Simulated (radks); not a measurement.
**Be inside a hard spherical wall**

An exercise on one series of results from a longer session: the logs are not shown, and one member is left open.

The numbers are computed with radks (a radial shooting solver on a logarithmic mesh, Libxc functionals) version 1 (non-relativistic Kohn-Sham, LDA (Slater exchange, VWN5 correlation), spin-unpolarised, spherical densities, point nucleus), except any that are marked as measured or tabulated.

## Starting point

| Quantity | Value |
| --- | --- |
| element | beryllium (Z = 4) |
| charge | 0 |
| electrons | 4 |
| configuration | [He] 2s2 |

The outer shells:

Be
```
[He] core
2s [↑↓]
```

The first run:

Settings of this run:

```text
Z 4
configuration [He] 2s2 2p0 3s0 3d0
relativity non-relativistic
functional lda,vwn5
spin unpolarised
nucleus point
```

Among the steps run: The free atom.

One table of the session follows, with a row left open; its other results are not shown here.

It belongs to the step «The free atom». The radial density on a logarithmic grid:

| r (bohr) | 4πr²ρ (e/bohr) |
| --- | --- |
| 0.0165 | 0.1042 |
| 0.0248 | ? |
| 0.0373 | 0.4516 |
| 0.0560 | 0.8799 |
| 0.0842 | 1.592 |
| 0.127 | 2.583 |
| 0.191 | 3.569 |
| 0.286 | 3.901 |
| 0.431 | 3.037 |
| 0.648 | 1.475 |
| 0.967 | 0.5654 |
| 1.45 | 0.6424 |
| 2.19 | 0.7908 |
| 3.29 | 0.4532 |
| 4.94 | 0.09717 |
| 7.43 | 0.005545 |

Estimate the missing values for r (bohr) = 0.0248.

Worked estimate for «4πr²ρ (e/bohr)». A straight line through the neighbours (0.0165, 0.1042) and (0.0373, 0.4516) gives 0.1042 + (0.4516 − 0.1042) × (0.0248 − 0.0165) / (0.0373 − 0.0165) = 0.2428; a parabola fitted to 3 rows on both sides gives 0.2265.

The run gave: 4πr²ρ (e/bohr): 0.2206. In «4πr²ρ (e/bohr)» the line misses by +0.0222 and the parabola by +0.0059.

Limits of these values: Shells are not refilled when levels cross, and a hard wall is a model, not a crystal.
